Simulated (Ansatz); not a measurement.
# BrHSSi, SMILES S[Si]Br: energies of removing a hydrogen

Computed with Ansatz's Python interface.

Contents of `brhssi.xyz`:
```text
4

S    -0.17460    0.97480   -0.61360
Si   -0.17840   -0.85460    0.42160
Br    1.85820   -1.20000    1.12230
H    -1.44970    1.01950   -0.95050
```

Run as a notebook:

In [1]:
```python
import ansatz as az
```

In [2]:
```python
def energy(molecule, charge=0, unpaired=0):
    calc = molecule.calculation().basis(gaussian='def2-SVPD').functional('cam_b3lyp')
    if charge:
        calc = calc.charge(charge)
    if unpaired:
        calc = calc.spin('collinear', total=unpaired)
    report = calc.run(threads=1).report
    if report['published_state_doubts']:
        print('  doubts:', report['published_state_doubts'])
    return report['free_energy_ev']

def without(molecule, index):
    rest = az.Crystal.molecule()
    for i, site in enumerate(molecule.cartesian_sites):
        if i != index:
            rest = rest.atom(site.symbol, site.position_ang)
    return rest
```

In [3]:
```python
mol = az.Crystal.molecule_from_extxyz('brhssi.xyz')
```

In [4]:
```python
whole = energy(mol, 0)
hydrogen = energy(az.Crystal.molecule().atom('H', (0, 0, 0)), 0, 1)
print(f'E(molecule) = {whole:.5f} eV, E(H) = {hydrogen:.5f} eV')
for index in [3]:
    radical = energy(without(mol, index), 0, 1)
    print(f'H{index}: homolysis {96.485332 * (radical + hydrogen - whole):.1f} kJ/mol')
    anion = energy(without(mol, index), -1)
    print(f'H{index}: loss of a proton {96.485332 * (anion - whole):.1f} kJ/mol')
```
```text
E(molecule) = -88766.20631 eV, E(H) = -13.54842 eV
H3: homolysis 343.2 kJ/mol
H3: loss of a proton 1355.5 kJ/mol
```

Caveats:
- Total energies depend on the basis set; only differences at equal settings carry meaning.
- The geometry is a force-field or estimated start, not a minimum of this method, and the basis set is short of its limit. All parts are taken at fixed geometry, without zero-point energy.
- The spin-orbit lowering of heavy atoms is left out.
- It ran for 15 s on 1 thread of Arm Neoverse V2, on a shared host, peak memory 0.36 GiB.
